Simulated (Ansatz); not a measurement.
# YCo2 (database structure): how the settings move a relaxation

Question: which choices in the input matter for YCo2 (database structure)?

Method: reference: DFT r2SCAN, plane waves, PAW, scalar-relativistic, no spin polarisation, in Ansatz 0.2.0.

**1. The system as given**

Symmetry: Fd-3m, No. 227, cubic system. Conventional cell: a = 7.302 Å, b = 7.302 Å, c = 7.302 Å, α = 90.00°, β = 90.00°, γ = 90.00°. Around Y (site symmetry -43m) lie 12 Co at 3.03 Å and 4 Y at 3.16 Å. Co (site symmetry -3m) is surrounded by 6 Co at 2.58 Å.

Structure file:

```xyz
6
Lattice="0.0000 3.6510 3.6510 3.6510 0.0000 3.6510 3.6510 3.6510 0.0000" Properties=species:S:1:pos:R:3 pbc="T T T"
Y     0.0000    0.0000    0.0000
Y     1.8255    1.8255    1.8255
Co    4.5638    4.5638    4.5638
Co    4.5638    2.7383    2.7383
Co    2.7383    2.7383    4.5638
Co    2.7383    4.5638    2.7383
```

**2. Baseline**

Input file input.yaml:

```yaml
crystal:
  lattice:
    - [0.0, 3.65102, 3.65102]
    - [3.65102, 0.0, 3.65102]
    - [3.65102, 3.65102, 0.0]
  atoms:
    - { symbol: "Y", position: [0.0, 0.0, 0.0] }
    - { symbol: "Y", position: [0.25, 0.25, 0.25] }
    - { symbol: Co, position: [0.625, 0.625, 0.625] }
    - { symbol: Co, position: [0.125, 0.625, 0.625] }
    - { symbol: Co, position: [0.625, 0.625, 0.125] }
    - { symbol: Co, position: [0.625, 0.125, 0.625] }
  symmetry: { tolerance: 0.0003 }
kpoints:
  mp_grid: { grid: [4, 4, 4], shift: [0, 0, 0] }
magnetization:
  spin_polarized: false
scf:
  occupations: { method: fermi_dirac }
hamiltonian:
  pseudopotentials: { kind: paw }
  xc: r2scan
basis:
  ecutwfc: 500
output:
  forces: true
  stress: true
  eigenvalues: true
  write_density: true
  write_potential: true
  elf: true
  volumetric_format: npy
relax:
  max_steps: 40
  cell: {}
```

The run is started by

```console
> ansatz run input.yaml --threads 1 --pin off --max-ram 2560MiB --backend cpu --events-out ev --progress --plain --runs-dir out
```

The log of the run (excerpt; [...] marks lines left out):

```text
Warning: RAYON_NUM_THREADS=1 ignored (pool sized by the plan → 1); use --threads N
[...]
Pseudopotentials: kind: paw
Pseudopotential: Y, paw, valence charge 11, recommended cutoff 500 eV (meta_gga), Y.paw.azcp
Pseudopotential: Co, paw, valence charge 17, recommended cutoff 500 eV (meta_gga), Co.paw.azcp
Functional definition: r2SCAN
[...]
Crystal: 6 atoms, lattice volume = 97.336 Å³
Basis set: ecut = 500 eV, 2445 PW (Γ), exchange–correlation on 160×160×160 points (64 copies of the dense FFT grid, shifted against one another)
Bands: 54, of which v1, the nominal top of the filled ones, is band 45 counted from 1 (44 counted from 0)
Symmetry: 48 space group operations
Space group: Fd-3m (ITA 227), of the structure as read, at distance tolerance 1.4e-3 Å
k-points: 8 of 64
[...]
SCF iter   1: F=—  HF=-28244.823209 eV  |F-HF|=—  |Δ(HF+E_count)|=         —  Δρ=2.65e-2  dr2=7.18e-1  dr2_τ=1.00e-1  ethr=1.77e-3  ⟨swp⟩=6.0  Hψ=1490  notcnv=0
[...]
relax step   1: F+E_penalty+E_count = -28244.97995134 eV  Δ(F+E_penalty+E_count) = +0.000e0 eV  max|allowed force component| = 7.710e-18 eV/Å  Δτ_max = 0.0000 Å  P = -11.866 GPa  Ω = 97.336 Å³  (10 SCF iters, dr2 threshold 1.00e-7 eV, accepted)
[...]
Fermi energy:    16.264312 eV
[...]
--- Forces (eV/Å), atoms counted from 1 ---
  atom   1  Y     -0.00000000    -0.00000000     0.00000000
  atom   2  Y      0.00000000     0.00000000    -0.00000000
  atom   3  Co     0.00000000    -0.00000000    -0.00000000
  atom   4  Co     0.00000000    -0.00000000     0.00000000
  atom   5  Co     0.00000000     0.00000000    -0.00000000
  atom   6  Co     0.00000000    -0.00000000    -0.00000000
[...]
--- Stress (GPa, compression-positive) ---
       -0.001762       0.000000       0.000000
        0.000000      -0.001762       0.000000
        0.000000      -0.000000      -0.001762
  P = ⅓ Tr σ = -0.0018 GPa (-0.018 kbar)
--- Band table (eV; the first three rows and the last of 8) ---
[...]
--- Relaxed structure (5 steps of the walk, 5 accepted, 2 SCFs on fresh bases) ---
  F+E_penalty+E_count = -28245.36604635 eV   max|allowed force component| = 2.968e-17 eV/Å   (the final SCF, on the basis selected at the relaxed cell)
  cell:  # Å, volume = 87.8042 Å³
    - [-3.351799417346598e-34, 3.527727428553858, 3.527727428553858]
    - [3.527727428553858, 6.608060624736123e-35, 3.527727428553858]
    - [3.527727428553858, 3.527727428553858, -1.503134749704199e-33]
  atoms:
    - { symbol: Y, position: [1.1157095629448021e-32, -2.7956993999586837e-33, -8.320430338042848e-33] }
    - { symbol: Y, position: [0.24999999999999997, 0.24999999999999997, 0.24999999999999997] }
    - { symbol: Co, position: [0.6249999999999999, 0.6249999999999999, 0.6249999999999999] }
    - { symbol: Co, position: [0.12499999999999989, 0.6249999999999999, 0.6249999999999999] }
    - { symbol: Co, position: [0.6249999999999999, 0.6249999999999999, 0.12499999999999989] }
    - { symbol: Co, position: [0.6249999999999999, 0.12499999999999989, 0.6249999999999999] }
```

It took 27 s on 1 thread of an x86-64 CPU, shared host; peak memory 0.73 GiB.

**3. Changed: dr2_threshold 1.0e-06, xc pbesol**

input.yaml: that of step 2 with these lines changed.

```diff
@@ -19,5 +19,6 @@
   occupations: { method: fermi_dirac }
+  convergence: { dr2_threshold: 1.0e-06 }
 hamiltonian:
   pseudopotentials: { kind: paw }
-  xc: r2scan
+  xc: pbesol
 basis:
@@ -28,6 +29,2 @@
   eigenvalues: true
-  write_density: true
-  write_potential: true
-  elf: true
-  volumetric_format: npy
 relax:
```

The run is started by

```console
> ansatz run input.yaml --threads 1 --pin off --max-ram 2560MiB --backend cpu --events-out ev --progress --plain --runs-dir out
```

The log of the run (excerpt; [...] marks lines left out):

```text
Warning: scf.convergence.dr2_threshold = 1e-6 eV is looser than this run's default, which is 1e-7 eV or tighter. The error in the forces grows as the threshold's square root, so leave the key out unless less accurate forces are enough
Warning: relax.cell: scf.convergence.dr2_threshold = 1e-6 eV is looser than the 6e-10 eV advised for a relaxation that steers and ends on the stress (1e-10 eV for each atom of the cell: 6). What an SCF threshold leaves in a stress goes as its square root, and in the free energy as the [...]
Warning: RAYON_NUM_THREADS=1 ignored (pool sized by the plan → 1); use --threads N
[...]
Pseudopotentials: kind: paw
Pseudopotential: Y, paw, valence charge 11, recommended cutoff 420 eV (normal), Y.paw.azcp
Pseudopotential: Co, paw, valence charge 17, recommended cutoff 420 eV (normal), Co.paw.azcp
Functional definition: PBEsol
[...]
Crystal: 6 atoms, lattice volume = 97.336 Å³
Basis set: ecut = 500 eV, 2445 PW (Γ), exchange–correlation on 80×80×80 points (8 copies of the dense FFT grid, shifted against one another)
Bands: 54, of which v1, the nominal top of the filled ones, is band 45 counted from 1 (44 counted from 0)
[...]
  atom   6  Co     0.00000000    -0.00000000     0.00000000
[...]
--- Stress (GPa, compression-positive) ---
       -0.042665       0.000000       0.000000
        0.000000      -0.042665       0.000000
        0.000000       0.000000      -0.042665
  P = ⅓ Tr σ = -0.0427 GPa (-0.427 kbar)
--- Band table (eV; the first three rows and the last of 8) ---
[...]
--- Relaxed structure (4 steps of the walk, 4 accepted, 1 SCFs on fresh bases) ---
  F+E_penalty+E_count = -27963.37051844 eV   max|allowed force component| = 6.476e-17 eV/Å   (the final SCF, on the basis selected at the relaxed cell)
  cell:  # Å, volume = 85.9714 Å³
    - [2.0636256733227137e-33, 3.5030095775732812, 3.5030095775732812]
    - [3.5030095775732812, -1.2738430082238986e-34, 3.5030095775732812]
    - [3.5030095775732812, 3.5030095775732812, 5.6049092361851485e-34]
  atoms:
    - { symbol: Y, position: [9.615111199872031e-33, -1.1876718603948727e-32, -1.4756049037410538e-33] }
    - { symbol: Y, position: [0.24999999999999997, 0.24999999999999997, 0.24999999999999997] }
    - { symbol: Co, position: [0.6249999999999999, 0.6249999999999999, 0.6249999999999999] }
    - { symbol: Co, position: [0.125, 0.6249999999999999, 0.6249999999999998] }
    - { symbol: Co, position: [0.6249999999999999, 0.6249999999999999, 0.125] }
    - { symbol: Co, position: [0.6249999999999999, 0.125, 0.6249999999999998] }
```

It took 9.8 s on 1 thread of an x86-64 CPU, shared host; peak memory 0.48 GiB.

A change of functional puts the total energy on another scale; the final volume goes from 87.80 to 85.97 Å³.

**4. Changed: occupations.method gaussian, occupations.width 0.001**

input.yaml: that of step 2 with these lines changed.

```diff
@@ -18,3 +18,3 @@
 scf:
-  occupations: { method: fermi_dirac }
+  occupations: { method: gaussian, width: 0.001 }
 hamiltonian:
@@ -28,6 +28,2 @@
   eigenvalues: true
-  write_density: true
-  write_potential: true
-  elf: true
-  volumetric_format: npy
 relax:
```

The run is started by

```console
> ansatz run input.yaml --threads 1 --pin off --max-ram 2560MiB --backend cpu --events-out ev --progress --plain --runs-dir out
```

The log of the run (excerpt; [...] marks lines left out):

```text
Warning: RAYON_NUM_THREADS=1 ignored (pool sized by the plan → 1); use --threads N
[...]
Pseudopotentials: kind: paw
Pseudopotential: Y, paw, valence charge 11, recommended cutoff 500 eV (meta_gga), Y.paw.azcp
Pseudopotential: Co, paw, valence charge 17, recommended cutoff 500 eV (meta_gga), Co.paw.azcp
Functional definition: r2SCAN
[...]
Crystal: 6 atoms, lattice volume = 97.336 Å³
Basis set: ecut = 500 eV, 2445 PW (Γ), exchange–correlation on 160×160×160 points (64 copies of the dense FFT grid, shifted against one another)
Bands: 54, of which v1, the nominal top of the filled ones, is band 45 counted from 1 (44 counted from 0)
Symmetry: 48 space group operations
Space group: Fd-3m (ITA 227), of the structure as read, at distance tolerance 1.4e-3 Å
k-points: 8 of 64
[...]
       -0.001771       0.000000       0.000000
        0.000000      -0.001771       0.000000
        0.000000       0.000000      -0.001771
  P = ⅓ Tr σ = -0.0018 GPa (-0.018 kbar)
--- Band table (eV; the first three rows and the last of 8) ---
[...]
--- Relaxed structure (5 steps of the walk, 5 accepted, 2 SCFs on fresh bases) ---
  F+E_penalty+E_count = -28245.23934548 eV   max|allowed force component| = 4.626e-17 eV/Å   (the final SCF, on the basis selected at the relaxed cell)
  cell:  # Å, volume = 87.6014 Å³
    - [1.544534647718684e-34, 3.5250095986214407, 3.5250095986214407]
    - [3.5250095986214407, 1.147254859256927e-33, 3.5250095986214407]
    - [3.5250095986214407, 3.5250095986214407, 1.1472548592816479e-33]
  atoms:
    - { symbol: Y, position: [7.416421858703153e-33, -6.23512286779659e-33, -7.440800917772745e-33] }
    - { symbol: Y, position: [0.25, 0.25, 0.25] }
    - { symbol: Co, position: [0.625, 0.625, 0.625] }
    - { symbol: Co, position: [0.125, 0.625, 0.625] }
    - { symbol: Co, position: [0.625, 0.625, 0.125] }
    - { symbol: Co, position: [0.625, 0.125, 0.625] }
```

Wall time 27 s (1 thread of an x86-64 CPU, shared host); peak memory 0.74 GiB.

Changing the smearing moves the energy by -0.1 meV/atom (σ→0 values), and the final volume goes from 87.80 to 87.60 Å³.

**5. The same system, input altered**

input.yaml: that of step 2 with these lines changed.

```diff
@@ -19,2 +19,3 @@
   occupations: { method: fermi_dirac }
+  convergence: { dr2_threshold: 0.0001 }
 hamiltonian:
@@ -22,2 +23,3 @@
   xc: r2scan
+  hubbard: { sites: [{ species: Co, l: d, u_eff: 1.0 }], double_counting: fll }
 basis:
```

The run is started by

```console
> ansatz run input.yaml --threads 1 --pin off --max-ram 2560MiB --backend cpu --events-out ev --progress --plain --runs-dir out
```

The log of the run (excerpt; [...] marks lines left out):

```text
Warning: scf.convergence.dr2_threshold = 1e-4 eV is looser than this run's default, which is 1e-7 eV or tighter. The error in the forces grows as the threshold's square root, so leave the key out unless less accurate forces are enough
Warning: relax.cell: scf.convergence.dr2_threshold = 1e-4 eV is looser than the 6e-10 eV advised for a relaxation that steers and ends on the stress (1e-10 eV for each atom of the cell: 6). What an SCF threshold leaves in a stress goes as its square root, and in the free energy as the [...]
Warning: RAYON_NUM_THREADS=1 ignored (pool sized by the plan → 1); use --threads N
[...]
Y: projections on atomic orbitals take those of the free atom [Ar 3d10] 4s2 4p6 4d1 5s2, of charge +0.00 (hamiltonian.pseudopotentials.projection_atoms); the dataset's partial waves leave at most 3.7e-6 of an orbital's norm unspanned inside its sphere
Co: projections on atomic orbitals take those of the free atom [Ne] 3s2 3p6 3d7 4s2, of charge +0.00 (hamiltonian.pseudopotentials.projection_atoms); the dataset's partial waves leave at most 1.4e-6 of an orbital's norm unspanned inside its sphere
[...]
Pseudopotentials: kind: paw
[...]
  atom   6  Co     0.00000000     0.00000000     0.00000000
[...]
--- Stress (GPa, compression-positive) ---
        0.002223       0.000000       0.000000
        0.000000       0.002223       0.000000
        0.000000       0.000000       0.002223
  P = ⅓ Tr σ = 0.0022 GPa (0.022 kbar)
--- Band table (eV; the first three rows and the last of 8) ---
[...]
Occupation matrices written to <dir>
--- Relaxed structure (5 steps of the walk, 5 accepted, 2 SCFs on fresh bases) ---
  F+E_penalty+E_count = -28242.13346482 eV   max|allowed force component| = 3.547e-17 eV/Å   (the final SCF, on the basis selected at the relaxed cell)
  cell:  # Å, volume = 87.6021 Å³
    - [-1.1783047151053414e-33, 3.5250190958952636, 3.5250190958952636]
    - [3.5250190958952636, -4.649527655034864e-34, 3.5250190958952636]
    - [3.5250190958952636, 3.5250190958952636, 6.1144464394747095e-34]
  atoms:
    - { symbol: Y, position: [4.017300322494393e-34, -1.2298951257454793e-32, -6.402060825107526e-34] }
    - { symbol: Y, position: [0.24999999999999997, 0.24999999999999997, 0.24999999999999997] }
    - { symbol: Co, position: [0.6249999999999999, 0.6249999999999999, 0.6249999999999999] }
    - { symbol: Co, position: [0.125, 0.6249999999999999, 0.6249999999999998] }
    - { symbol: Co, position: [0.6249999999999999, 0.6249999999999999, 0.125] }
    - { symbol: Co, position: [0.6249999999999999, 0.125, 0.6249999999999998] }
```

It took 28 s on 1 thread of an x86-64 CPU, shared host; peak memory 0.77 GiB.

**6. Can this result be trusted?**

The run converged and reported no error, with warnings (filled band counts differ across k points, force scf threshold loose, stress scf threshold loose). Its log warns: «scf.convergence.dr2_threshold = 1e-4 eV is looser than this run's default, which is 1e-7 eV or tighter. The error in the forces grows as the threshold's square root ...»

The suspect setting: scf.convergence.dr2_threshold is 0.0001. The tolerance lets an unconverged density pass as converged.

To undo it: delete scf.convergence.dr2_threshold (the default then holds).

Changing the convergence setting and Hubbard U moves the energy by +538.8 meV/atom, and the final volume goes from 87.80 to 87.60 Å³. The U term adds an energy of its own, so the shift says nothing about which run is better. Cost: 32 SCF cycles against 56.

**7. Changing settings: ecutwfc 400 eV**

input.yaml: that of step 2 with these lines changed.

```diff
@@ -23,3 +23,3 @@
 basis:
-  ecutwfc: 500
+  ecutwfc: "400 eV"
 output:
@@ -28,6 +28,2 @@
   eigenvalues: true
-  write_density: true
-  write_potential: true
-  elf: true
-  volumetric_format: npy
 relax:
```

The run is started by

```console
> ansatz run input.yaml --threads 1 --pin off --max-ram 2560MiB --backend cpu --events-out ev --progress --plain --runs-dir out
```

The log of the run (excerpt; [...] marks lines left out):

```text
Warning: basis.ecutwfc = 400 eV is below the records' recommended 500 eV, and the density's cutoff is lower with it unless basis.ecutrho_ratio is high enough to keep the records' density cutoff: compare with a run at a higher cutoff
Warning: RAYON_NUM_THREADS=1 ignored (pool sized by the plan → 1); use --threads N
[...]
Pseudopotentials: kind: paw
Pseudopotential: Y, paw, valence charge 11, recommended cutoff 500 eV (meta_gga), Y.paw.azcp
Pseudopotential: Co, paw, valence charge 17, recommended cutoff 500 eV (meta_gga), Co.paw.azcp
Functional definition: r2SCAN
[...]
Crystal: 6 atoms, lattice volume = 97.336 Å³
Basis set: ecut = 400 eV, 1807 PW (Γ), exchange–correlation on 144×144×144 points (64 copies of the dense FFT grid, shifted against one another)
Bands: 54, of which v1, the nominal top of the filled ones, is band 45 counted from 1 (44 counted from 0)
Symmetry: 48 space group operations
Space group: Fd-3m (ITA 227), of the structure as read, at distance tolerance 1.4e-3 Å
k-points: 8 of 64
[...]
--- Stress (GPa, compression-positive) ---
       -0.002434       0.000000      -0.000000
        0.000000      -0.002434       0.000000
        0.000000       0.000000      -0.002434
  P = ⅓ Tr σ = -0.0024 GPa (-0.024 kbar)
--- Band table (eV; the first three rows and the last of 8) ---
[...]
--- Relaxed structure (5 steps of the walk, 5 accepted, 2 SCFs on fresh bases) ---
  F+E_penalty+E_count = -28245.34025409 eV   max|allowed force component| = 3.084e-17 eV/Å   (the final SCF, on the basis selected at the relaxed cell)
  cell:  # Å, volume = 87.7944 Å³
    - [6.098523403091656e-34, 3.5275965835298715, 3.5275965835298715]
    - [3.527596583529872, 2.7515008976416438e-33, 3.5275965835298715]
    - [3.527596583529872, 3.5275965835298715, 1.9346490687400448e-33]
  atoms:
    - { symbol: Y, position: [8.838657414754528e-33, -3.813534775012376e-33, -5.417956469007752e-33] }
    - { symbol: Y, position: [0.24999999999999994, 0.25, 0.25] }
    - { symbol: Co, position: [0.6249999999999998, 0.625, 0.6250000000000001] }
    - { symbol: Co, position: [0.12499999999999989, 0.625, 0.625] }
    - { symbol: Co, position: [0.6249999999999998, 0.625, 0.1250000000000001] }
    - { symbol: Co, position: [0.6249999999999998, 0.12500000000000006, 0.625] }
```

It took 21 s on 1 thread of an x86-64 CPU, shared host; peak memory 0.63 GiB.

Changing the cutoff moves the energy by +4.3 meV/atom. The lower cutoff gives the higher energy: the smaller basis describes the state less well. The log warns that the cutoff is under what these potentials recommend, so the shift is basis error.

**8. All runs together**

| run | ending | energy change | pressure (GPa) | gap (eV) | force (eV/Å) | cycles | time |
| --- | --- | --- | --- | --- | --- | --- | --- |
| reference | converged | 0 | 0.0 | 0.00 | 0.00 | 56 | 27 s |
| 1: dr2_threshold 1.0e-06, xc pbesol | converged | not comparable | 0.0 | 0.00 | 0.00 | 32 | 9.8 s |
| 2: occupations.method gaussian, occupations.width 0.001 | converged | -0.1 meV/atom (σ→0) | 0.0 | 0.00 | 0.00 | - | 27 s |
| 3: dr2_threshold 0.0001, hubbard.sites [{species: Co, l: d, u_eff: 1.0}], hubbard.double_counting fll | converged | +538.8 meV/atom (U changed: no physical gain or loss) | 0.0 | 0.00 | 0.00 | 32 | 28 s |
| 4: ecutwfc 400 eV | converged | +4.3 meV/atom | 0.0 | 0.00 | 0.00 | 56 | 21 s |

Times don't compare one to one where runs were asked for different outputs or read a saved state (see the inputs); cycles may leave out searches for a lower state.

What this shows: Run 4 ran under the cutoff that the potentials recommend, as the log warns, so basis error is mixed into its values. A changed U is a change of model: its shifts are not errors of convergence. The reference has no spin polarisation; with Co present, a magnetic state may lie lower.

The reference is no final answer either: its mesh is coarse for a cell with so small a gap or none.
